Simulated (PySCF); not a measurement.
# A diatomic session: InN−, part 2 of 2

PySCF 2.14.0; In aug-cc-pVDZ-PP with ECP28, N aug-cc-pVDZ; scalar-relativistic core potentials.

## (7) revPBE (GGA)

The SCF at the reference distance, 2.071 Å, printed:

```text
******** <class 'pyscf.dft.uks_symm.SymAdaptedUKS'> ********
method = SymAdaptedUKS
initial guess = minao
damping factor = 0
level_shift factor = 0
DIIS = <class 'pyscf.scf.diis.CDIIS'>
diis_start_cycle = 1
diis_space = 10
diis_damp = 0
SCF conv_tol = 1e-09
SCF conv_tol_grad = None
SCF max_cycles = 60
direct_scf = False
max_memory 909 MB (current use 375 MB)
number electrons alpha = 15  beta = 14
XC library pyscf.dft.libxc version 7.0.0
    S. Lehtola, C. Steigemann, M. J.T. Oliveira, and M. A.L. Marques.,  SoftwareX 7, 1–5 (2018)
XC functionals = PBE_R,PBE
    Y. Zhang and W. Yang.,  Phys. Rev. Lett. 80, 890 (1998)
    J. P. Perdew, K. Burke, and M. Ernzerhof.,  Phys. Rev. Lett. 77, 3865 (1996)
    J. P. Perdew, K. Burke, and M. Ernzerhof.,  Phys. Rev. Lett. 78, 1396 (1997)
small_rho_cutoff = 0
Set gradient conv threshold to 3.16228e-05
init E= -244.861285172052
cycle= 1 E= -244.860581149212  delta_E= 0.000704  |g|= 0.0633  |ddm|= 0.469
cycle= 2 E= -244.791413288424  delta_E= 0.0692  |g|= 0.329  |ddm|= 0.647
cycle= 3 E= -244.86323178593  delta_E= -0.0718  |g|= 0.029  |ddm|= 0.482
cycle= 4 E= -244.863915542391  delta_E= -0.000684  |g|= 0.00439  |ddm|= 0.0731
cycle= 5 E= -244.863952137761  delta_E= -3.66e-05  |g|= 0.00191  |ddm|= 0.0195
cycle= 6 E= -244.863979189557  delta_E= -2.71e-05  |g|= 0.00192  |ddm|= 0.0337
cycle= 7 E= -244.863982835872  delta_E= -3.65e-06  |g|= 0.000274  |ddm|= 0.00704
cycle= 8 E= -244.86398289454  delta_E= -5.87e-08  |g|= 0.000103  |ddm|= 0.00111
cycle= 9 E= -244.863982902929  delta_E= -8.39e-09  |g|= 5.96e-06  |ddm|= 0.00029
cycle= 10 E= -244.863982903027  delta_E= -9.76e-11  |g|= 1.28e-06  |ddm|= 7.97e-05
Extra cycle  E= -244.86398290303  delta_E= -3.07e-12  |g|= 1.15e-06  |ddm|= 1.68e-05
converged SCF energy = -244.86398290303  <S^2> = 0.79550277  2S+1 = 2.0449966
```

Re = 2.102 Å, ωe = 518 cm⁻¹, ωexe = 4.01 cm⁻¹, αe = 0.00270 cm⁻¹, Be = 0.3058 cm⁻¹, De = 2.82 eV, μ = -3.72 D.

## (8) LDA

Output of the SCF at 2.071 Å:

```text
******** <class 'pyscf.dft.uks_symm.SymAdaptedUKS'> ********
method = SymAdaptedUKS
initial guess = minao
damping factor = 0
level_shift factor = 0
DIIS = <class 'pyscf.scf.diis.CDIIS'>
diis_start_cycle = 1
diis_space = 10
diis_damp = 0
SCF conv_tol = 1e-09
SCF conv_tol_grad = None
SCF max_cycles = 60
direct_scf = False
max_memory 909 MB (current use 375 MB)
number electrons alpha = 15  beta = 14
XC library pyscf.dft.libxc version 7.0.0
    S. Lehtola, C. Steigemann, M. J.T. Oliveira, and M. A.L. Marques.,  SoftwareX 7, 1–5 (2018)
XC functionals = LDA,VWN
    P. A. M. Dirac.,  Math. Proc. Cambridge Philos. Soc. 26, 376 (1930)
    F. Bloch.,  Z. Phys. 57, 545 (1929)
    S. H. Vosko, L. Wilk, and M. Nusair.,  Can. J. Phys. 58, 1200 (1980)
small_rho_cutoff = 0
Set gradient conv threshold to 3.16228e-05
init E= -244.058774622323
cycle= 1 E= -244.054789446241  delta_E= 0.00399  |g|= 0.122  |ddm|= 0.447
cycle= 2 E= -243.880674397938  delta_E= 0.174  |g|= 0.531  |ddm|= 0.971
cycle= 3 E= -244.063876533114  delta_E= -0.183  |g|= 0.0382  |ddm|= 0.768
cycle= 4 E= -244.065011135546  delta_E= -0.00113  |g|= 0.00981  |ddm|= 0.101
cycle= 5 E= -244.065088323813  delta_E= -7.72e-05  |g|= 0.00336  |ddm|= 0.0281
cycle= 6 E= -244.065099076897  delta_E= -1.08e-05  |g|= 0.00199  |ddm|= 0.0135
cycle= 7 E= -244.065102827363  delta_E= -3.75e-06  |g|= 0.000294  |ddm|= 0.00477
cycle= 8 E= -244.065103107764  delta_E= -2.8e-07  |g|= 0.000299  |ddm|= 0.00337
cycle= 9 E= -244.065103173978  delta_E= -6.62e-08  |g|= 2.69e-05  |ddm|= 0.000617
cycle= 10 E= -244.06510317451  delta_E= -5.32e-10  |g|= 1.21e-06  |ddm|= 5.8e-05
Extra cycle  E= -244.06510317448  delta_E= 3.06e-11  |g|= 7.02e-06  |ddm|= 1.19e-05
converged SCF energy = -244.06510317448  <S^2> = 0.79502106  2S+1 = 2.0445254
```

Re = 2.052 Å, ωe = 566 cm⁻¹, ωexe = 3.29 cm⁻¹, αe = 0.00244 cm⁻¹, Be = 0.3207 cm⁻¹, De = 3.60 eV, μ = -3.71 D.

## (9) r²SCANh

The SCF at the reference distance, 2.071 Å, printed:

```text
******** <class 'pyscf.dft.uks_symm.SymAdaptedUKS'> ********
method = SymAdaptedUKS
initial guess = minao
damping factor = 0
level_shift factor = 0
DIIS = <class 'pyscf.scf.diis.CDIIS'>
diis_start_cycle = 1
diis_space = 10
diis_damp = 0
SCF conv_tol = 1e-09
SCF conv_tol_grad = None
SCF max_cycles = 60
direct_scf = False
max_memory 909 MB (current use 376 MB)
number electrons alpha = 15  beta = 14
XC library pyscf.dft.libxc version 7.0.0
    S. Lehtola, C. Steigemann, M. J.T. Oliveira, and M. A.L. Marques.,  SoftwareX 7, 1–5 (2018)
XC functionals = HYB_MGGA_XC_R2SCANH
    M. Bursch, H. Neugebauer, S. Ehlert, and S. Grimme.,  J. Chem. Phys. 156, 134105 (2022)
small_rho_cutoff = 0
Set gradient conv threshold to 3.16228e-05
init E= -244.84117426292
cycle= 1 E= -244.841499537196  delta_E= -0.000325  |g|= 0.00731  |ddm|= 0.112
cycle= 2 E= -244.841098863016  delta_E= 0.000401  |g|= 0.026  |ddm|= 0.0569
cycle= 3 E= -244.841564073964  delta_E= -0.000465  |g|= 0.00172  |ddm|= 0.0382
cycle= 4 E= -244.841573260037  delta_E= -9.19e-06  |g|= 0.00171  |ddm|= 0.0105
cycle= 5 E= -244.841582682643  delta_E= -9.42e-06  |g|= 0.00133  |ddm|= 0.0115
cycle= 6 E= -244.841589219203  delta_E= -6.54e-06  |g|= 0.000355  |ddm|= 0.0118
cycle= 7 E= -244.841590705496  delta_E= -1.49e-06  |g|= 0.000146  |ddm|= 0.0077
cycle= 8 E= -244.841590792225  delta_E= -8.67e-08  |g|= 5.52e-05  |ddm|= 0.00174
cycle= 9 E= -244.841590804742  delta_E= -1.25e-08  |g|= 1.2e-05  |ddm|= 0.000754
cycle= 10 E= -244.841590805739  delta_E= -9.98e-10  |g|= 3.43e-06  |ddm|= 0.000266
Extra cycle  E= -244.84159080574  delta_E= -1.71e-13  |g|= 7.29e-06  |ddm|= 4.64e-05
converged SCF energy = -244.84159080574  <S^2> = 0.94464451  2S+1 = 2.1859959
```

Re = 2.072 Å, ωe = 524 cm⁻¹, ωexe = 5.26 cm⁻¹, αe = 0.00340 cm⁻¹, Be = 0.3147 cm⁻¹, De = 2.38 eV, μ = -3.69 D. 13 s of CPU time for 12 points, integrals apart.

## (10) ωB97X (range-separated hybrid)

Log of the SCF at 2.071 Å:

```text
******** <class 'pyscf.dft.uks_symm.SymAdaptedUKS'> ********
method = SymAdaptedUKS
initial guess = minao
damping factor = 0
level_shift factor = 0
DIIS = <class 'pyscf.scf.diis.CDIIS'>
diis_start_cycle = 1
diis_space = 10
diis_damp = 0
SCF conv_tol = 1e-09
SCF conv_tol_grad = None
SCF max_cycles = 60
direct_scf = False
max_memory 909 MB (current use 376 MB)
number electrons alpha = 15  beta = 14
XC library pyscf.dft.libxc version 7.0.0
    S. Lehtola, C. Steigemann, M. J.T. Oliveira, and M. A.L. Marques.,  SoftwareX 7, 1–5 (2018)
XC functionals = WB97X
    J.-D. Chai and M. Head-Gordon.,  J. Chem. Phys. 128, 084106 (2008)
small_rho_cutoff = 0
Set gradient conv threshold to 3.16228e-05
init E= -244.82898953
cycle= 1 E= -244.830528009539  delta_E= -0.00154  |g|= 0.0157  |ddm|= 0.355
cycle= 2 E= -244.830581352374  delta_E= -5.33e-05  |g|= 0.0203  |ddm|= 0.121
cycle= 3 E= -244.83083100737  delta_E= -0.00025  |g|= 0.00404  |ddm|= 0.0366
cycle= 4 E= -244.830875551904  delta_E= -4.45e-05  |g|= 0.00175  |ddm|= 0.0381
cycle= 5 E= -244.830890342209  delta_E= -1.48e-05  |g|= 0.00146  |ddm|= 0.0109
cycle= 6 E= -244.830915797328  delta_E= -2.55e-05  |g|= 0.000999  |ddm|= 0.0182
cycle= 7 E= -244.830937975098  delta_E= -2.22e-05  |g|= 0.000299  |ddm|= 0.0301
cycle= 8 E= -244.830939149522  delta_E= -1.17e-06  |g|= 7.88e-05  |ddm|= 0.00774
cycle= 9 E= -244.8309391813  delta_E= -3.18e-08  |g|= 2.68e-05  |ddm|= 0.0013
cycle= 10 E= -244.830939184446  delta_E= -3.15e-09  |g|= 1.06e-05  |ddm|= 0.000315
cycle= 11 E= -244.830939185106  delta_E= -6.6e-10  |g|= 3.82e-06  |ddm|= 0.000133
Extra cycle  E= -244.830939185158  delta_E= -5.23e-11  |g|= 2.83e-06  |ddm|= 3.38e-05
converged SCF energy = -244.830939185158  <S^2> = 0.83661127  2S+1 = 2.084813
```

Re = 2.038 Å, ωe = 598 cm⁻¹, ωexe = 5.75 cm⁻¹, αe = 0.00274 cm⁻¹, Be = 0.3251 cm⁻¹, De = 2.82 eV, μ = -4.56 D.

## (11) ROHF (mean field)

Output of the SCF at 2.071 Å:

```text
******** <class 'pyscf.scf.hf_symm.SymAdaptedROHF'> ********
method = SymAdaptedROHF
initial guess = minao
damping factor = 0
level_shift factor = 0
DIIS = <class 'pyscf.scf.diis.CDIIS'>
diis_start_cycle = 1
diis_space = 10
diis_damp = 0
SCF conv_tol = 1e-09
SCF conv_tol_grad = None
SCF max_cycles = 60
direct_scf = False
max_memory 909 MB (current use 376 MB)
num. doubly occ = 14  num. singly occ = 1
Overwritten attributes  get_occ get_j get_jk get_hcore get_k  of <class 'pyscf.scf.hf_symm.SymAdaptedROHF'>
<class 'pyscf.scf.hf_symm.SymAdaptedROHF'> does not have attributes  refdm
Set gradient conv threshold to 3.16228e-05
init E= -243.567970072075
cycle= 1 E= -243.566780495779  delta_E= 0.00119  |g|= 0.0573  |ddm|= 0.638
cycle= 2 E= -243.546783523245  delta_E= 0.02  |g|= 0.127  |ddm|= 0.564
cycle= 3 E= -243.570185267577  delta_E= -0.0234  |g|= 0.028  |ddm|= 0.411
cycle= 4 E= -243.564860038899  delta_E= 0.00533  |g|= 0.0386  |ddm|= 0.315
cycle= 5 E= -243.570220920229  delta_E= -0.00536  |g|= 0.0185  |ddm|= 0.369
cycle= 6 E= -243.57111797381  delta_E= -0.000897  |g|= 0.00966  |ddm|= 0.0925
cycle= 7 E= -243.571217981834  delta_E= -0.0001  |g|= 0.00724  |ddm|= 0.0243
cycle= 8 E= -243.571305996912  delta_E= -8.8e-05  |g|= 0.00381  |ddm|= 0.0259
cycle= 9 E= -243.571337900803  delta_E= -3.19e-05  |g|= 0.00115  |ddm|= 0.0175
cycle= 10 E= -243.571343030573  delta_E= -5.13e-06  |g|= 0.000377  |ddm|= 0.00976
cycle= 11 E= -243.571343031133  delta_E= -5.6e-10  |g|= 0.000282  |ddm|= 0.00367
cycle= 12 E= -243.571342850857  delta_E= 1.8e-07  |g|= 0.00035  |ddm|= 0.00404
cycle= 13 E= -243.571343326393  delta_E= -4.76e-07  |g|= 1.32e-05  |ddm|= 0.0023
cycle= 14 E= -243.571343326775  delta_E= -3.82e-10  |g|= 2.85e-06  |ddm|= 6.09e-05
Extra cycle  E= -243.57134332676  delta_E= 1.47e-11  |g|= 3.55e-06  |ddm|= 2.29e-05
converged SCF energy = -243.57134332676
```

Re = 2.022 Å, ωe = 658 cm⁻¹, Be = 0.3304 cm⁻¹, De = -0.64 eV, μ = -4.81 D. 4.7 s of CPU time for 12 points, integrals apart.

## (12) Adding correlation

Reference: ROHF; core orbitals frozen: 5.

Correlation energy (eV) along the bond:

```
R (Å)     MP2  SCS-MP2
1.781  -6.559   -6.338
1.864  -6.619   -6.400
1.947  -6.694   -6.476
2.009  -6.758   -6.541
2.071  -6.827   -6.610
2.133  -6.899   -6.682
2.216  -7.000   -6.783
2.320  -7.127   -6.911
2.444  -7.265   -7.050
2.610  -7.206   -7.014
```

ROHF-MP2: Re = 2.089 Å, ωe = 546 cm⁻¹, ωexe = 2.85 cm⁻¹, αe = 0.00239 cm⁻¹, Be = 0.3094 cm⁻¹, De = 2.44 eV.

ROHF-SCS-MP2: Re = 2.090 Å, ωe = 546 cm⁻¹, ωexe = 2.86 cm⁻¹, αe = 0.00239 cm⁻¹, Be = 0.3093 cm⁻¹, De = 2.40 eV.

## (13) The curves together

Energy (eV) from each level's lowest point:

| R (Å) | ROHF | ROHF-MP2 | ROHF-SCS-MP2 | LDA | PBE | revPBE | r²SCAN | r²SCANh | PBE0 | ωB97X |
| --- | --- | --- | --- | --- | --- | --- | --- | --- | --- | --- |
| 1.781 | 0.842 | 1.089 | 1.094 | 0.844 | 1.033 | 1.088 | 0.961 | 0.939 | 0.920 | 0.836 |
| 1.864 | 0.315 | 0.502 | 0.504 | 0.352 | 0.477 | 0.514 | 0.423 | 0.408 | 0.395 | 0.328 |
| 1.947 | 0.061 | 0.173 | 0.174 | 0.094 | 0.164 | 0.186 | 0.132 | 0.126 | 0.117 | 0.073 |
| 2.009 | 0.000 | 0.048 | 0.048 | 0.012 | 0.046 | 0.056 | 0.030 | 0.028 | 0.023 | 0.000 |
| 2.071 | 0.021 | 0.000 | 0.000 | 0.000 | 0.000 | 0.000 | 0.000 | 0.000 | 0.000 | 0.001 |
| 2.133 | 0.103 | 0.010 | 0.010 | 0.040 | 0.009 | 0.000 | 0.021 | 0.021 | 0.025 | 0.055 |
| 2.216 | 0.282 | 0.088 | 0.088 | 0.151 | 0.083 | 0.061 | 0.103 | 0.100 | 0.107 | 0.178 |
| 2.320 | 0.578 | 0.256 | 0.255 | 0.347 | 0.236 | 0.198 | 0.255 | 0.244 | 0.251 | 0.363 |
| 2.444 | 0.989 | 0.530 | 0.528 | 0.622 | 0.462 | 0.404 | 0.467 | 0.444 | 0.447 | 0.586 |
| 2.610 | 1.553 | 1.152 | 1.128 | 0.995 | 0.772 | 0.689 | 0.749 | 0.710 | 0.711 | 0.871 |

The whole job (state search and all levels along the bond) took 2.4 min on 1 thread of Intel Xeon Platinum 8259CL @ 2.50GHz (shared host), peak memory 0.79 GiB.

## (14) Results

This closing draws on all 2 parts.

Lowest PBE0 solution found, without spin–orbit coupling: ²Π (doublet), unpaired electrons π ↑. State 2 has its PBE0 minimum 0.18 eV higher. The other levels ran on the lowest alone.

```csv
level,Re (Å),ωe (cm⁻¹),De (eV),μ (D)
ROHF,2.022,658,-0.64,-4.81
ROHF-MP2,2.089,546,2.44,n/a
ROHF-SCS-MP2,2.090,546,2.40,n/a
LDA,2.052,566,3.60,-3.71
PBE,2.089,532,3.06,-3.75
revPBE,2.102,518,2.82,-3.72
r²SCAN,2.073,534,2.56,-3.62
r²SCANh,2.072,524,2.38,-3.69
PBE0,2.066,529,2.47,-3.94
ωB97X,2.038,598,2.82,-4.56
```

De is counted to In− + N in their ground configurations. A positive dipole points from In to N; in an ion it is taken about the centre of mass and does not tell which atom is negative. ⟨S²⟩ is off the pure value of 0.75 by over a tenth at r²SCAN 0.89, r²SCANh 0.95, PBE0 0.90.

Time per point (s) on 1 thread of Intel Xeon Platinum 8259CL at 2.50GHz, shared host (CPU time, shared integrals of 0.25 s apart; correlated levels include their reference); the times are rough: ROHF 0.39, ROHF-MP2 0.57, ROHF-SCS-MP2 0.57, LDA 0.56, PBE 0.67, revPBE 0.47, r²SCAN 0.92, r²SCANh 1, PBE0 1.3, ωB97X 1.1.

In words: The methods spread over 0.080 Å in bond length, from ROHF to revPBE. Among the levels with a De in the table, it runs from -0.64 eV (ROHF) to 3.60 eV (LDA).

Correlated steps freeze 5 core orbitals. Spin–orbit coupling is left out, which matters for elements this heavy, above all for dissociation energies. A negative De means that the minimum lies above the separated atoms at that level. With some functionals the highest level of the anion is positive, from self-interaction error or because the anion is truly unbound there; the finite basis then holds the extra electron, and no neutral molecule was run to test the binding.
